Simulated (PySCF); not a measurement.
# A diatomic session: BeCl

Aim: find the lowest electronic state of BeCl, scan its bond at several levels of theory, and get bond length, wavenumber and dissociation energy from each curve.

Computed with PySCF 2.14.0. Level: Be 3-21G, Cl 3-21G, no relativity.

## Step 1: Set-up

Settings of the job:

```json
{
 "atoms": "Be, Cl",
 "charge": "0",
 "basis": "Be 3-21G, Cl 3-21G",
 "Hamiltonian": "no relativity",
 "basis functions": "22",
 "electrons treated": "21",
 "masses in u": "9.0122, 34.9689",
 "levels": "PBE0, PBE, r²SCAN, M06-L, TPSS, M06, CAM-B3LYP, HF, MP2, SCS-MP2, CCSD, CCSD(T)",
 "grid": "80 radial by 434 angular points",
 "occupations": "held fixed by the projection of orbital angular momentum",
 "dissociation limit": "Be + Cl, each in its ground configuration",
 "starting distance in angstrom": "1.930",
 "values of 2S to try": "1, 3"
}
```

The run is started by

```
OMP_NUM_THREADS=1 python dia.py task.json out
```

Further steps of the session: First curve: PBE0; Excited determinants; PBE; r²SCAN; M06-L (meta-GGA); TPSS (meta-GGA); M06 (hybrid meta-GGA); CAM-B3LYP; UHF (mean field); MP2 and coupled cluster.

Q: Predict the outcome of this session. Wanted: for each run, Re; ωe; De; μ.

**Answer**, as computed:

Lowest PBE0 solution found, without spin–orbit coupling: ²Σ⁺ (doublet), unpaired electrons σ ↑. State 2 has its PBE0 minimum 6.09 eV higher. The other levels ran on the lowest alone.

| level | Re (Å) | ωe (cm⁻¹) | De (eV) | μ (D) |
| --- | --- | --- | --- | --- |
| UHF | 1.863 | 800 | 3.31 | -2.14 |
| UHF-MP2 | 1.864 | 794 | 3.42 | n/a |
| UHF-SCS-MP2 | 1.866 | 791 | 3.27 | n/a |
| UHF-CCSD | 1.866 | 788 | 2.93 | n/a |
| UHF-CCSD(T) | 1.867 | 786 | 2.97 | n/a |
| PBE | 1.854 | 789 | 4.13 | -1.36 |
| TPSS | 1.859 | 784 | 3.96 | -1.45 |
| r²SCAN | 1.856 | 792 | 4.23 | -1.61 |
| M06-L | 1.851 | 798 | 4.04 | -1.55 |
| PBE0 | 1.848 | 803 | 4.02 | -1.60 |
| M06 | 1.849 | 804 | 3.86 | -1.59 |
| CAM-B3LYP | 1.841 | 812 | 3.84 | -1.61 |

De is counted to Be + Cl in their ground configurations. A positive dipole means Be(−)Cl(+).

Differences from CCSD(T) in the same basis:

| level | Re (mÅ) | ωe (%) |
| --- | --- | --- |
| UHF | -4 | +1.8 |
| UHF-MP2 | -3 | +1.1 |
| UHF-SCS-MP2 | -1 | +0.7 |
| UHF-CCSD | -1 | +0.2 |
| PBE | -13 | +0.5 |
| TPSS | -8 | -0.2 |
| r²SCAN | -11 | +0.9 |
| M06-L | -16 | +1.6 |
| PBE0 | -19 | +2.2 |
| M06 | -18 | +2.3 |
| CAM-B3LYP | -26 | +3.4 |

Judged by CCSD(T) in the same basis: best bond length UHF-SCS-MP2 and UHF-CCSD (-1 mÅ), worst CAM-B3LYP (-26 mÅ); best wavenumber UHF-CCSD and TPSS (0.2 % off), worst CAM-B3LYP (+3.4 %). Hartree–Fock falls on the short and stiff side, its usual fault. CCSD(T) in a basis this small is itself some way from its limit, more so than the functionals. Of the levels with a De here, UHF-CCSD gives the least (2.93 eV) and r²SCAN the most (4.23 eV).

Correlated steps freeze 5 core orbitals. The basis is very small, so these numbers show the basis as much as the molecule. At some levels the lowest empty orbital lies below the highest filled one (the two can be of opposite spin).
